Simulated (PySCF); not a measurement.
# The bond of BAs, level by level

The task here is to estimate one member of a computed series from the others.

The runs use PySCF 2.14.0; B def2-TZVPPD, As def2-TZVPPD, no relativity.

The first run:

The job is set up so:

```yaml
atoms: B, As
charge: 0
basis: B def2-TZVPPD, As def2-TZVPPD
Hamiltonian: no relativity
basis_functions: 91
electrons_treated: 38
masses_in_u: 11.0093, 74.9216
levels: PBE0, PBE, r²SCAN, BP86, M06-2X, revPBE, TPSS, B97-3, ωB97X-V, HF, MP2, SCS-MP2, CCSD, CCSD(T)
grid: 80 radial by 434 angular points
occupations: held fixed by the projection of orbital angular momentum
dissociation_limit: B + As, each in its ground configuration
starting_distance_in_angstrom: 1.990
values_of_2S_to_try: 0, 2, 4
```

Command:

```bash
OMP_NUM_THREADS=2 python dia.py task.json out
```

Among the steps run: The job; First curve: PBE0; Excited determinants; PBE; r²SCAN (meta-GGA); BP86; M06-2X; revPBE (GGA); TPSS (meta-GGA); B97-3; ωB97X-V (range-separated hybrid); ROHF (mean field); Adding correlation.

One of the session's tables, all rows but one given; the rest of the session is left out.

Energy (eV) from each level's lowest point:

| R (Å) | ROHF | ROHF-MP2 | ROHF-SCS-MP2 | ROHF-CCSD | ROHF-CCSD(T) |
| --- | --- | --- | --- | --- | --- |
| 1.591 | 1.122 | 1.233 | 1.251 | n/a | n/a |
| 1.665 | 0.464 | 0.555 | 0.569 | 0.558 | 0.611 |
| 1.739 | 0.117 | 0.177 | 0.186 | 0.179 | 0.212 |
| 1.794 | 0.009 | 0.040 | 0.045 | 0.042 | 0.058 |
| 1.850 | 0.000 | 0.000 | 0.000 | 0.000 | 0.000 |
| 1.905 | ? | ? | ? | ? | ? |
| 1.980 | 0.237 | 0.171 | 0.154 | 0.156 | 0.119 |
| 2.072 | 0.530 | 0.442 | 0.407 | 0.398 | 0.339 |
| 2.183 | 0.924 | 0.859 | 0.797 | 0.751 | 0.676 |
| 2.331 | 1.425 | 1.482 | 1.380 | n/a | n/a |

Q: Estimate the row for R (Å) = 1.905 from the others.

Worked estimate for «ROHF». A straight line through the neighbours (1.850, 0.000) and (1.980, 0.237) gives 0.000 + (0.237 − 0.000) × (1.905 − 1.850) / (1.980 − 1.850) = 0.100; a parabola fitted to 4 rows on both sides gives 0.072.

**Answer.** ROHF: 0.066; ROHF-MP2: 0.035; ROHF-SCS-MP2: 0.029; ROHF-CCSD: 0.032; ROHF-CCSD(T): 0.015. In «ROHF» the line misses by +0.034 and the parabola by +0.006.

Limits of these values: Lowest PBE0 solution found, without spin–orbit coupling: ³Π (triplet), unpaired electrons σ ↑, π ↑. Warnings in the runs' records: inverted.
